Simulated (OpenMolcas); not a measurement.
# SiH4O3 (SMILES O[SiH](O)O) at 6 levels

Wanted: a comparison of 6 runs (HF/6-311+G**, B3LYP/6-31G*, BHLYP/6-311+G**, TPSS/6-311+G**, CCSD(T)/6-311+G**) of SiH4O3. 

Program for the calculation: OpenMolcas 26.06.

1 further run of the same task is left out (set aside as unsound or not needed).

## (1) Starting point

The species is SiH4O3 (8 atoms), meant as a singlet with charge 0. As SMILES, `O[SiH](O)O`. One bond was lengthened or shortened from a relaxed shape.

Bond lengths: O1–Si2 1.630 Å, Si2–O3 1.641 Å, Si2–O4 1.633 Å, O1–H5 0.959 Å, Si2–H6 1.476 Å, O3–H7 1.102 Å, O4–H8 0.958 Å. Angles: O1–Si2–O3 114.4°, O1–Si2–O4 109.0°, O3–Si2–O4 105.0°, O1–Si2–H6 104.5°, O3–Si2–H6 110.6°, O4–Si2–H6 113.5°, Si2–O1–H5 117.6°, Si2–O3–H7 117.9°, Si2–O4–H8 116.6°.

## (2) A single-point energy at HF/6-311+G(d,p) (run 1)

geom.xyz reads:

```xyz
8

O     -0.050942     1.587884    -0.313547
Si    -0.280442     0.051684     0.180653
O      1.060458    -0.892016     0.107953
O     -1.359642    -0.670616    -0.809847
H      0.067958     1.738884    -1.253047
H     -0.751642     0.178484     1.573453
H      1.894900    -0.655000     0.786800
H     -1.250542    -1.612616    -0.948247
```

run.input reads:

```
>>> EXPORT MOLCAS_PRINT=2

&GATEWAY
  BasLib
  $CurrDir
  Coord
  geom.xyz
  Basis
  6-311pGss
  Group
  NoSym

&SEWARD

&SCF
  Thresholds
  1e-10 1e-07 1e-07 1e-05
  PrOrbitals
  1 2
```

The basis set 6-311+G** is read from a file made from the Basis Set Exchange's data (not shown).

The run is started by

```
$ export MOLCAS_MEM=1860
$ pymolcas run.input > run.log
```

The log of the run:

```text
--- Start Module: gateway ---
[...]
--- Stop Module: gateway /rc=_RC_ALL_IS_WELL_ ---
--- Start Module: seward ---
[...]
      Basis functions          120
--- Stop Module: seward /rc=_RC_ALL_IS_WELL_ ---
[...]
--- Start Module: scf ---
[...]
       Convergence after  15 Iterations
[...]
::    Total SCF energy                               -516.0616953936
[...]
      Total spin, S                                     0.0000000000
[...]
      Total electronic charge=   42.000000
      Total            charge=   -0.000000
[...]
      Dipole Moment (debye):
      Origin of the operator (angstrom)=   -0.1686    0.0187   -0.1379
                   X=  1.6626E+00               Y= -9.6822E-01               Z=  1.8396E-01           Total=  1.9328E+00
      Quadrupole Moment (debye*angstrom):
[...]
--- Stop Module: scf /rc=_RC_ALL_IS_WELL_ ---
[...]
```

Run time: 29 s. Hardware: 1 thread of AMD EPYC 7R43 (Zen 3), shared host; peak memory 0.76 GiB.

## (3) A single-point energy at B3LYP/6-31G(d) (spherical functions) (run 2)

input.xyz reads:

```xyz
8

O     -0.050942     1.587884    -0.313547
Si    -0.280442     0.051684     0.180653
O      1.060458    -0.892016     0.107953
O     -1.359642    -0.670616    -0.809847
H      0.067958     1.738884    -1.253047
H     -0.751642     0.178484     1.573453
H      1.894900    -0.655000     0.786800
H     -1.250542    -1.612616    -0.948247
```

mol.inp reads:

```
&GATEWAY
BasLib = $CurrDir
Coord = input.xyz
Basis = 6-31Gs
Group = NoSym
&SEWARD
GridInput
Grid=UltraFine
End of Grid
&SCF
KSDFT = B3LYP
Thresholds = 1e-10 1e-07 1e-07 1e-05
PrOrbitals = 0
```

The basis set 6-31G* is read from a file made from the Basis Set Exchange's data (not shown).

The run is started by

```
$ export MOLCAS_MEM=1860
$ pymolcas mol.inp > mol.log
```

The log of the run:

```text
--- Start Module: gateway ---
[...]
--- Stop Module: gateway /rc=_RC_ALL_IS_WELL_ ---
--- Start Module: seward ---
[...]
      Basis functions           68
--- Stop Module: seward /rc=_RC_ALL_IS_WELL_ ---
[...]
--- Start Module: scf ---
[...]
       Convergence after  13 Iterations
[...]
::    Total KS-DFT energy                            -517.6718250581
[...]
      Total spin, S                                     0.0000000000
[...]
      Total electronic charge=   42.000000
      Total            charge=   -0.000000
[...]
      Dipole Moment (debye):
      Origin of the operator (angstrom)=   -0.1686    0.0187   -0.1379
                   X=  1.5887E+00               Y= -9.2973E-01               Z= -1.7502E-01           Total=  1.8490E+00
      Quadrupole Moment (debye*angstrom):
[...]
--- Stop Module: scf /rc=_RC_ALL_IS_WELL_ ---
[...]
```

Run time: 21 s. Hardware: 1 thread of AMD EPYC 7R43 (Zen 3), shared host; peak memory 0.41 GiB.

Runs 3 to 5 aren't shown in full; the table further down has their settings and results.

## (4) The energy at CCSD(T)/6-311+G(d,p) (Cholesky decomposition) (run 6)

mol.xyz reads:

```xyz
8

O     -0.050942     1.587884    -0.313547
Si    -0.280442     0.051684     0.180653
O      1.060458    -0.892016     0.107953
O     -1.359642    -0.670616    -0.809847
H      0.067958     1.738884    -1.253047
H     -0.751642     0.178484     1.573453
H      1.894900    -0.655000     0.786800
H     -1.250542    -1.612616    -0.948247
```

run.input reads:

```
&GATEWAY
BASLIB
$CurrDir
COORD
mol.xyz
BASIS
6-311pGss
GROUP
NoSym
&SEWARD
HIGH
&SCF
THRESHOLDS
1e-10 1e-07 1e-07 1e-05
PRORBITALS
1 1
&CHCC
FROZEN
8
THRESHOLD
1e-08
MAXITERATIONS
80
&CHT3
FROZEN
8
```

The basis set 6-311+G** is read from a file made from the Basis Set Exchange's data (not shown).

The run is started by

```
$ export MOLCAS_MEM=1860
$ pymolcas run.input > run.log
```

The log of the run:

```text
--- Start Module: gateway ---
[...]
--- Stop Module: gateway /rc=_RC_ALL_IS_WELL_ ---
[...]
      Basis functions          120
[...]
       Convergence after  14 Iterations
[...]
::    Total SCF energy                               -516.0616953554
[...]
      Total spin, S                                     0.0000000000
[...]
      Total electronic charge=   42.000000
      Total            charge=   -0.000000
[...]
      Dipole Moment (debye):
      Origin of the operator (angstrom)=   -0.1686    0.0187   -0.1379
                   X=  1.6626E+00               Y= -9.6822E-01               Z=  1.8396E-01           Total=  1.9328E+00
      Quadrupole Moment (debye*angstrom):
[...]
--- Start Module: chcc ---
[...]
--- Stop Module: chcc /rc=_RC_ALL_IS_WELL_ ---
[...]
--- Start Module: cht3 ---
[...]
--- Stop Module: cht3 /rc=_RC_ALL_IS_WELL_ ---
[...]
```

It took 12 min on 1 thread of AMD EPYC 7R43 (Zen 3), shared host; peak memory 0.31 GiB.

## (5) All runs side by side

| run | level | integration grid | Cartesian functions | energy (Eh) | dipole moment (D) of the reference | HOMO energy (eV) | LUMO energy (eV) | wall time |
| --- | --- | --- | --- | --- | --- | --- | --- | --- |
| 1 | HF/6-311+G** | – | no | -516.061695 | 1.93 | -13.06 | 1.50 | 29 s |
| 2 | B3LYP/6-31G* (spherical functions) | UltraFine | no | -517.671825 | 1.85 | -8.41 | 0.52 | 21 s |
| 3 | B3LYP/6-31G* (Cartesian functions) | UltraFine | yes | -517.677927 | 1.85 | -8.42 | 0.47 | 23 s |
| 4 | BHLYP/6-311+G** | UltraFine | no | -517.672203 | 1.86 | -10.67 | 0.09 | 53 s |
| 5 | TPSS/6-311+G** | UltraFine | no | -517.822804 | 1.76 | -7.61 | -1.05 | 80 s |
| 6 | CCSD(T)/6-311+G** (Cholesky decomposition) | – | no | -516.814437 | 1.93 | -13.06 | 1.50 | 12 min |

## (6) What came out

| quantity | value |
| --- | --- |
| run 6: total energy | -516.81444 Eh |
| run 6: dipole moment (mean-field density) | 1.93 D |
| run 6: HOMO energy (Hartree–Fock orbitals) | -13.06 eV |
| run 6: LUMO energy (Hartree–Fock orbitals) | 1.50 eV |
| run 6: HOMO–LUMO gap (Hartree–Fock orbitals) | 14.56 eV |
| run 6: correlation energy (8 core orbitals frozen) | -752.7 mEh |
| run 6: (T) correction | -21.03 mEh |

Over runs 1, 2, 3, 4, 5 the dipole moment (its size) runs from 1.76 D (TPSS/6-311+G**) to 1.93 D (HF/6-311+G**). Over runs 1, 2, 3, 4, 5 the HOMO–LUMO gap runs from 6.56 eV (TPSS/6-311+G**) to 14.56 eV (HF/6-311+G**). Exact exchange widens orbital gaps. Totals of different functionals can't be ranked against each other. All runs together took 15 min, the longest 12 min.
